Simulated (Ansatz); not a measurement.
# H₃MoNO₂S: basis-set convergence

How large a basis does H₃MoNO₂S need? Two functionals are run in growing sets.

Method: one geometry, several basis sets; program: Ansatz 0.2.0, Gaussian basis.

Plan: PBE0-D4/def2-SVP; ωB97M-V/def2-SVP; PBE0-D4/def2-QZVPP; ωB97M-V/def2-QZVPP; the functionals' def2-TZVPP values are taken from earlier runs.

### Step 1. Structure used throughout

All runs share one geometry, relaxed beforehand with PBE0-D4 in a triple-zeta def2 set. Mo takes the def2 core potential; no spin-orbit term is included.

8 atoms, charge 0, spin multiplicity 1.

Atoms are counted from 1 here; the program's logs count them from 0.

Bond lengths: N1–Mo2 1.915 Å, N1–H6 1.010 Å, N1–H7 1.009 Å, Mo2–O3 1.670 Å, Mo2–O4 1.874 Å, Mo2–S5 2.116 Å, O4–H8 0.961 Å. Angles: Mo2–N1–H6 122.2°, Mo2–N1–H7 124.7°, H6–N1–H7 112.0°, N1–Mo2–O3 107.5°, N1–Mo2–O4 110.4°, N1–Mo2–S5 108.0°, O3–Mo2–O4 108.5°, O3–Mo2–S5 112.2°, O4–Mo2–S5 110.2°, Mo2–O4–H8 121.6°.

### Step 2. PBE0-D4 in def2-SVP

Contents of in.yaml:

```yaml
crystal:
  periodic: [false, false, false]
  atoms:
    - {symbol: N, position_ang: [-0.666684, 0.660843, 1.062517]}
    - {symbol: Mo, position_ang: [0.508187, -0.299879, -0.105023]}
    - {symbol: O, position_ang: [1.297541, -1.450376, 0.813538]}
    - {symbol: O, position_ang: [-0.470655, -1.174395, -1.442042]}
    - {symbol: S, position_ang: [1.849028, 1.088058, -0.972266]}
    - {symbol: H, position_ang: [-0.958293, 0.291369, 1.955659]}
    - {symbol: H, position_ang: [-0.911160, 1.633814, 0.957330]}
    - {symbol: H, position_ang: [-0.555765, -0.806635, -2.325514]}
basis:
  gaussian: {orbitals: def2-SVP}
hamiltonian: {xc: pbe0, dispersion: d4}
output: {orbitals: {seedname: orbitals}}
```

Command:

```bash
$ ansatz run in.yaml --threads 4 --pin off --events-out ev --progress --plain --max-ram 10444MiB
```

Further steps of the session: ωB97M-V in def2-SVP; PBE0-D4 in def2-QZVPP; ωB97M-V in def2-QZVPP.

**Question.** What will the summary of the whole plan be? Wanted: PBE0-D4: double and triple zeta above quadruple; ωB97M-V: double and triple zeta above quadruple.

**Answer**, as computed:

| quantity | value |
| --- | --- |
| PBE0-D4: double and triple zeta above quadruple | 12.11, 0.75 eV |
| ωB97M-V: double and triple zeta above quadruple | 12.23, 0.72 eV |

In words: For PBE0-D4 the step from double to triple zeta gains 11.36 eV and the next only 0.75 eV. These are total energies; as a rule much of such shifts cancels in differences, which this series doesn't test.
